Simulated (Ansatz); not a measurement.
# GaCNCl2 (SMILES N#[C][Ga]([Cl])[Cl]): B3LYP/6-31G(d) (spherical functions)

Aim: the electronic atomisation energy of GaCNCl2 at B3LYP/6-31G* (spherical functions), from 5 runs. 

The calculation is run with Ansatz 0.2.0.

74 further runs of the same task are left out: 5 that didn't finish, 69 set aside as unsound or not needed. Runs told in other sessions of the task aren't counted.

**1. Starting point**

GaCNCl2: 5 atoms, total charge 0, spin state singlet. SMILES: `N#[C][Ga]([Cl])[Cl]`. Geometry: relaxed at PBE0-D4/def2-TZVP.

Bond lengths: N1–C2 1.152 Å, C2–Ga3 1.918 Å, Ga3–Cl4 2.106 Å, Ga3–Cl5 2.106 Å. Angles: N1–C2–Ga3 180.0°, C2–Ga3–Cl4 119.8°, C2–Ga3–Cl5 119.8°, Cl4–Ga3–Cl5 120.5°.

**2. A single-point energy at B3LYP/6-31G(d) (spherical functions)**

The input, job.yaml:

```yaml
crystal:
  periodic: [false, false, false]
  atoms:
    - {symbol: "N", position_ang: [0.909600, -1.318100, 1.914000]}
    - {symbol: C, position_ang: [0.493500, -0.715000, 1.025200]}
    - {symbol: Ga, position_ang: [-0.199400, 0.288700, -0.455700]}
    - {symbol: Cl, position_ang: [-1.735500, -0.526200, -1.643200]}
    - {symbol: Cl, position_ang: [0.581700, 2.197000, -0.881800]}
basis:
  gaussian: {orbitals: 6-31G_st_-spherical.json}
hamiltonian: {xc: {name: B3LYP}}
accuracy: high
output: {orbitals: {seedname: orbitals}}
```

The basis set 6-31G* is read from a file made from the Basis Set Exchange's data (not shown).

Launch:

```console
$ ansatz run job.yaml --threads 1 --pin off --max-ram 2610MiB --events-out events.jsonl --progress --plain --runs-dir runs
```

Log:

```text
Warning: RAYON_NUM_THREADS=1 ignored (pool sized by the plan → 1); use --threads N
Functional definition: B3LYP
  name "B3LYP"
  parameter a0 = 0.2
  parameter ax = 0.72
  parameter ac = 0.81
  exchange = (1 - a0 - ax)*slater_x + ax*b88_x + a0*exact_x
  correlation = (1 - ac)*vwn_rpa_c + ac*lyp_c
1942 factors; integrals over basis functions are off by at most 1.2e-8 eV
mean field evaluation 1: about -79941.0206 eV, gradient 4.7e1 eV
mean field evaluation 2: about -79924.9908 eV, gradient 9.4e1 eV
mean field evaluation 4: about -79945.7477 eV, gradient 6.8e0 eV
mean field evaluation 8: about -79945.9365 eV, gradient 7.4e-1 eV
mean field evaluation 16: about -79945.9378 eV, gradient 1.8e-5 eV
mean field -79945.93780881 eV, -2937.9590251710 hartree, gradient 3.1e-8 eV, S^2 0.000000; 0 other end points of the search recorded, 0 dependent functions left out
reference -79945.93784798 eV, -2937.9590266105 hartree; 39, 39 occupied and 57, 57 virtual orbitals, 1942 factors
Total energy: -79945.93784798 eV, -2937.9590266105 hartree
```

Run time: 12 s. Hardware: 1 thread of Arm Neoverse V1, shared host; peak memory 0.37 GiB.

**3. The C atom, same level**

The input, input.yaml:

```yaml
crystal:
  periodic: [false, false, false]
  atoms:
    - {symbol: C, position_ang: [0.000000, 0.000000, 0.000000]}
basis:
  gaussian:
    orbitals: 6-31G_st_-spherical.json
magnetization:
  spin_polarized: true
  initial_magnetization: 2
hamiltonian:
  xc: {name: B3LYP}
accuracy: high
```

The basis set 6-31G* is read from a file made from the Basis Set Exchange's data (not shown).

Launch:

```console
$ ansatz run input.yaml --threads 1 --pin off --max-ram 2610MiB --events-out events.jsonl --progress --plain --runs-dir runs
```

Log, cut to the lines that bear on the results:

```text
Warning: RAYON_NUM_THREADS=1 ignored (pool sized by the plan → 1); use --threads N
[... 7 set-up lines as earlier in the session ...]
96 factors; integrals over basis functions are off by at most 1.1e-9 eV
mean field evaluation 1: about -1029.7320 eV, gradient 3.6e0 eV
mean field evaluation 2: about -1029.7994 eV, gradient 1.0e0 eV
mean field evaluation 4: about -1029.8062 eV, gradient 2.3e-1 eV
mean field evaluation 8: about -1029.8066 eV, gradient 6.7e-6 eV
mean field -1029.80656969 eV, -37.8446934081 hartree, gradient 9.8e-9 eV, S^2 2.001951; 0 other end points of the search recorded, 0 dependent functions left out
reference -1029.80658741 eV, -37.8446940593 hartree; 4, 2 occupied and 10, 12 virtual orbitals, 96 factors
Total energy: -1029.80658741 eV, -37.8446940593 hartree
```

Wall time 0.34 s (1 thread of Arm Neoverse V1, shared host).

**4. The Cl atom**

The input, input.yaml:

```yaml
crystal:
  periodic: [false, false, false]
  atoms:
    - {symbol: Cl, position_ang: [0.000000, 0.000000, 0.000000]}
basis:
  gaussian:
    orbitals: 6-31G_st_-spherical.json
magnetization:
  spin_polarized: true
  initial_magnetization: 1
hamiltonian:
  xc: {name: B3LYP}
accuracy: high
```

The basis set 6-31G* is read from a file made from the Basis Set Exchange's data (not shown).

Run the same way, it converges to -460.13279 Eh (log not shown).

**5. The Ga atom, same level**

The input, job.yaml:

```yaml
crystal:
  periodic: [false, false, false]
  atoms:
    - {symbol: Ga, position_ang: [0.000000, 0.000000, 0.000000]}
basis:
  gaussian: {orbitals: 6-31G_st_-spherical.json}
magnetization: {spin_polarized: true, initial_magnetization: 1}
hamiltonian: {xc: {name: B3LYP}}
accuracy: high
```

The basis set 6-31G* is read from a file made from the Basis Set Exchange's data (not shown).

Run the same way, it converges to -1924.58741 Eh (log not shown).

**6. The N atom at the same level**

The input, molecule.yaml:

```yaml
crystal:
  periodic: [false, false, false]
  atoms:
    - {symbol: N, position_ang: [0.000000, 0.000000, 0.000000]}
basis:
  gaussian: {orbitals: 6-31G_st_-spherical.json}
magnetization: {spin_polarized: true, initial_magnetization: 3}
accuracy: high
hamiltonian: {xc: {name: B3LYP}}
```

The basis set 6-31G* is read from a file made from the Basis Set Exchange's data (not shown).

Run the same way, it converges to -54.58288 Eh (log not shown).

**7. Results**

Level: B3LYP/6-31G* (spherical functions).

```
                     quantity           value
       molecule: total energy  -2937.95903 Eh
        molecule: HOMO energy        -9.46 eV
        molecule: LUMO energy        -2.82 eV
      molecule: HOMO–LUMO gap         6.65 eV
         C atom: total energy    -37.84469 Eh
                 C atom: ⟨S²⟩           2.002
        Cl atom: total energy   -460.13279 Eh
                Cl atom: ⟨S²⟩           0.752
        Ga atom: total energy  -1924.58741 Eh
                Ga atom: ⟨S²⟩           0.752
         N atom: total energy    -54.58288 Eh
                 N atom: ⟨S²⟩           3.752
electronic atomisation energy       18.462 eV
```

**Reading.** Taking the molecule apart into free atoms costs 18.46 eV (1781 kJ/mol), before zero-point energy and without spin-orbit coupling.
